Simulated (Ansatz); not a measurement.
**NaAg (rocksalt type): how the settings move a single-point run**

How sensitive is a single-point run of NaAg (rocksalt type) to its settings? A reference run comes first, then one run with altered input.

Method: reference: DFT, LDA, PAW with Ansatz's default frozen-core files, scalar-relativistic, in Ansatz 0.2.0.

## 1. The system as given

Symmetry: Fm-3m, No. 225, cubic system. The conventional cell has a = 5.765 Å, b = 5.765 Å, c = 5.765 Å, α = 90.00°, β = 90.00°, γ = 90.00°. Around Na (site symmetry m-3m) lie 6 Ag at 2.88 Å. Ag (site symmetry m-3m) has 6 Na at 2.88 Å as nearest neighbours.

Structure file:

```cif
data_structure
_symmetry_space_group_name_H-M 'P 1'
_symmetry_Int_Tables_number 1
_cell_length_a 4.0762
_cell_length_b 4.0762
_cell_length_c 4.0762
_cell_angle_alpha 60.000
_cell_angle_beta 60.000
_cell_angle_gamma 60.000
_cell_volume 47.89
loop_
_atom_site_label
_atom_site_type_symbol
_atom_site_fract_x
_atom_site_fract_y
_atom_site_fract_z
_atom_site_occupancy
Na1 Na 0.00000 0.00000 0.00000 1
Ag1 Ag 0.50000 0.50000 0.50000 1
```

## 2. Baseline

Contents of input.yaml:

```yaml
crystal:
  lattice:
    - [0.0, 2.882280451, 2.882280451]
    - [2.882280451, 0.0, 2.882280451]
    - [2.882280451, 2.882280451, 0.0]
  atoms:
    - { symbol: Na, position: [0.0, 0.0, 0.0] }
    - { symbol: Ag, position: [0.5, 0.5, 0.5] }
kpoints:
  mp_grid: { grid: [12, 12, 12] }
scf:
  occupations: { method: fermi_dirac, width: 0.05 }
hamiltonian:
  xc: lda
  pseudopotentials: { kind: paw }
output:
  forces: true
  stress: true
  eigenvalues: true
  efg: { contact_densities: true }
  populations: true
  bader: true
  dos: { projected: true, de: 0.2, e_range: [-14, 8] }
  write_density: true
  write_potential: true
  elf: true
  volumetric_format: npy
```

Run with:

```
> ansatz run input.yaml --threads 1 --pin off --max-ram 2048MiB --backend cpu --events-out ev --progress --plain --runs-dir out
```

## 3. Changed: xc r2scan

input.yaml: that of step 2 with these lines changed.

```diff
@@ -13,3 +13,3 @@
 hamiltonian:
-  xc: lda
+  xc: r2scan
   pseudopotentials: { kind: paw }
@@ -21,7 +21 @@
   populations: true
-  bader: true
-  dos: { projected: true, de: 0.2, e_range: [-14, 8] }
-  write_density: true
-  write_potential: true
-  elf: true
-  volumetric_format: npy
```

Q: Predict the outcome of this session. Wanted: for each run, ending; energy change; pressure; gap; force.

As calculated:

| run | ending | energy change | pressure (GPa) | gap (eV) | force (eV/Å) | cycles | time |
| --- | --- | --- | --- | --- | --- | --- | --- |
| reference | converged | - | 0.0 | 0.00 | 0.00 | 7 | 20 s |
| 1: xc r2scan | converged | not comparable | 2.4 | 0.00 | 0.00 | 8 | 22 s |

Times don't compare one to one where runs were asked for different outputs or read a saved state (see the inputs); cycles may leave out searches for a lower state.

Residual by cycle in the longest SCF loop of each run; runs are numbered as in the table. The quantity is the density residual dr2, in eV.

| cycle | reference | run 1 |
| --- | --- | --- |
| 1 | 0.0127 | 0.0466 |
| 2 | 0.00181 | 0.012 |
| 3 | 4.9e-4 | 0.00239 |
| 4 | 6.9e-5 | 1.8e-4 |
| 5 | 4.0e-6 | 3.2e-5 |
| 6 | 1.8e-7 | 2.8e-6 |
| 7 | 2.1e-8 | 2.3e-7 |
| 8 | - | 5.7e-9 |

**Reading.** After a change of functional the difference of the totals has no physical meaning; the pressure goes from 0.0 to 2.4 GPa. At this fixed cell a higher pressure means that this functional prefers a larger volume than the reference.
